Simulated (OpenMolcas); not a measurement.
# InNH4 (SMILES [NH2][InH2]): levels of theory compared

Aim: a comparison of 6 runs (HF/STO-3G, HF/3-21G, BLYP/def2-SVP, PBE0/def2-SVP, TPSS/def2-SVP, r2SCAN/def2-SVP) of InNH4. 

The results are computed with OpenMolcas 26.06.

### Step 1. The structure to begin with

The species is InNH4 (6 atoms), meant as a singlet with charge 0. As SMILES, `[NH2][InH2]`. One bond was lengthened or shortened from a relaxed shape.

Bond lengths: N1–In2 2.007 Å, N1–H3 1.006 Å, N1–H4 1.157 Å, In2–H5 1.712 Å, In2–H6 1.712 Å. Angles: N1–In2–H5 115.0°, N1–In2–H6 115.0°, In2–N1–H3 124.3°, In2–N1–H4 124.3°, H5–In2–H6 130.0°, H3–N1–H4 111.3°.

### Step 2. The energy at HF/STO-3G (run 1)

Contents of job.inp:

```
>>> EXPORT MOLCAS_PRINT=2

&GATEWAY
  BasLib
  $CurrDir
  BasisSet
  N.STO-3G....
  N1 -0.152810 -0.964988 0.136476 angstrom
  End of Basis
  BasisSet
  In.STO-3G....
  In2 0.034690 1.031412 0.051576 angstrom
  End of Basis
  BasisSet
  H.STO-3G....
  H3 -0.658610 -1.457388 0.853276 angstrom
  H4 0.311900 -1.697300 -0.629300 angstrom
  H5 0.951890 1.616012 -1.270824 angstrom
  H6 -0.748010 1.885812 1.311976 angstrom
  End of Basis

&SEWARD

&SCF
  Thresholds
  1e-10 1e-07 1e-07 1e-05
  PrOrbitals
  0
```

The basis set STO-3G is read from a file made from the Basis Set Exchange's data (not shown).

Launch:

```
$ export MOLCAS_MEM=1860
$ pymolcas job.inp > job.log
```

Output:

```text
--- Start Module: gateway ---
[...]
--- Stop Module: gateway /rc=_RC_ALL_IS_WELL_ ---
--- Start Module: seward ---
[...]
      Basis functions           36
--- Stop Module: seward /rc=_RC_ALL_IS_WELL_ ---
[...]
--- Start Module: scf ---
[...]
       Convergence after  13 Iterations
[...]
::    Total SCF energy                              -5738.9192256035
[...]
      Total spin, S                                     0.0000000000
[...]
      Total electronic charge=   60.000000
      Total            charge=   -0.000000
[...]
      Dipole Moment (debye):
      Origin of the operator (angstrom)=    0.0128    0.7925    0.0610
                   X= -2.3049E-02               Y=  1.4904E-01               Z=  6.3604E-02           Total=  1.6368E-01
      Quadrupole Moment (debye*angstrom):
[...]
--- Stop Module: scf /rc=_RC_ALL_IS_WELL_ ---
[...]
```

It took 6.6 s on 1 thread of Intel Xeon at 2.50GHz (Skylake/Cascade Lake), shared host; peak memory 0.37 GiB.

### Step 3. A single-point energy at HF/3-21G (run 2)

Contents of test.inp:

```
&GATEWAY
 BasLib = $CurrDir
 Coord
 6
 angstrom
 N       -0.152810      -0.964988       0.136476
 In       0.034690       1.031412       0.051576
 H       -0.658610      -1.457388       0.853276
 H        0.311900      -1.697300      -0.629300
 H        0.951890       1.616012      -1.270824
 H       -0.748010       1.885812       1.311976
 Basis = 3-21G
 Group = NoSym

&SEWARD

&SCF
 Thresholds = 1e-10 1e-07 1e-07 1e-05
 PrOrbitals = 1 1
```

The basis set 3-21G is read from a file made from the Basis Set Exchange's data (not shown).

Launch:

```
$ export MOLCAS_MEM=1860
$ pymolcas test.inp > test.log
```

Output:

```text
--- Start Module: gateway ---
[...]
--- Stop Module: gateway /rc=_RC_ALL_IS_WELL_ ---
--- Start Module: seward ---
[...]
      Basis functions           48
--- Stop Module: seward /rc=_RC_ALL_IS_WELL_ ---
[...]
--- Start Module: scf ---
[...]
       Convergence after  12 Iterations
[...]
::    Total SCF energy                              -5771.1635856342
[...]
      Total spin, S                                     0.0000000000
[...]
      Total electronic charge=   60.000000
      Total            charge=   -0.000000
[...]
      Dipole Moment (debye):
      Origin of the operator (angstrom)=    0.0128    0.7925    0.0610
                   X= -5.9413E-02               Y= -5.8521E-01               Z=  5.1928E-02           Total=  5.9051E-01
      Quadrupole Moment (debye*angstrom):
[...]
--- Stop Module: scf /rc=_RC_ALL_IS_WELL_ ---
[...]
```

It took 6.3 s on 1 thread of Intel Xeon at 2.50GHz (Skylake/Cascade Lake), shared host; peak memory 0.38 GiB.

Runs 3 to 5 aren't shown in full; the table further down has their settings and results.

### Step 4. A single-point energy at r2SCAN/def2-SVP (core potential) (run 6)

Contents of test.inp:

```
>>> EXPORT MOLCAS_PRINT=2
&gateway
baslib=$CurrDir
coord
6
angstrom
N       -0.152810      -0.964988       0.136476
In       0.034690       1.031412       0.051576
H       -0.658610      -1.457388       0.853276
H        0.311900      -1.697300      -0.629300
H        0.951890       1.616012      -1.270824
H       -0.748010       1.885812       1.311976
basis=def2-SVP
group=NoSym
&seward
gridinput
Grid=UltraFine
End of Grid
&scf
ksdft=2
1.0 MGGA_X_R2SCAN
1.0 MGGA_C_R2SCAN
thresholds=1e-10 1e-07 1e-07 1e-05
prorbitals=1 2
```

The basis set def2-SVP is read from a file made from the Basis Set Exchange's data (not shown).

Launch:

```
$ export MOLCAS_MEM=1860
$ pymolcas test.inp > test.log
```

Output:

```text
--- Start Module: gateway ---
[...]
--- Stop Module: gateway /rc=_RC_ALL_IS_WELL_ ---
[...]
--- Start Module: seward ---
[...]
      Basis functions           60
--- Stop Module: seward /rc=_RC_ALL_IS_WELL_ ---
[...]
--- Start Module: scf ---
[...]
       Convergence after  16 Iterations
[...]
::    Total KS-DFT energy                            -247.2393668058
[...]
      Total spin, S                                     0.0000000000
[...]
      Total electronic charge=   32.000000
      Total            charge=   -0.000000
[...]
      Dipole Moment (debye):
      Origin of the operator (angstrom)=    0.0128    0.7925    0.0610
                   X= -5.1635E-02               Y= -8.7249E-01               Z=  5.3401E-03           Total=  8.7404E-01
      Quadrupole Moment (debye*angstrom):
[...]
--- Stop Module: scf /rc=_RC_ALL_IS_WELL_ ---
[...]
```

Run time: 45 s. Hardware: 1 thread of Intel Xeon at 2.50GHz (Skylake/Cascade Lake), shared host; peak memory 0.4 GiB.

### Step 5. The series

```csv
run,level,integration grid,energy (Eh),dipole moment (D),HOMO energy (eV),LUMO energy (eV),wall time
1,HF/STO-3G,–,-5738.919226,0.16,-7.04,6.64,6.6 s
2,HF/3-21G,–,-5771.163586,0.59,-9.71,1.69,6.3 s
3,BLYP/def2-SVP (core potential),UltraFine,-247.131820,1.07,-5.32,-1.56,52 s
4,PBE0/def2-SVP (core potential),UltraFine,-247.134864,0.77,-6.71,-0.91,27 s
5,TPSS/def2-SVP (core potential),UltraFine,-247.138731,0.98,-5.49,-1.46,61 s
6,r2SCAN/def2-SVP (core potential),UltraFine,-247.239367,0.87,-5.66,-1.35,45 s
```

### Step 6. What came out

```
            quantity          value
 run 6: total energy  -247.23937 Eh
run 6: dipole moment         0.87 D
  run 6: HOMO energy       -5.66 eV
  run 6: LUMO energy       -1.35 eV
run 6: HOMO–LUMO gap        4.31 eV
```

The dipole moment (its size) runs from 0.16 D (HF/STO-3G) to 1.07 D (BLYP/def2-SVP). The two ends differ in method and basis and core potential. The two dipoles point in opposite directions. The HOMO–LUMO gap runs from 3.75 eV (BLYP/def2-SVP) to 13.67 eV (HF/STO-3G). Totals of different functionals can't be ranked against each other. Some runs of one species differ in core potentials or relativity; totals across that change don't compare. In run 1 the basis is minimal, so the values are rough. In runs 1, 2 relativity is left out where basis or elements ask for it. All runs together took 3.3 min, the longest 61 s.
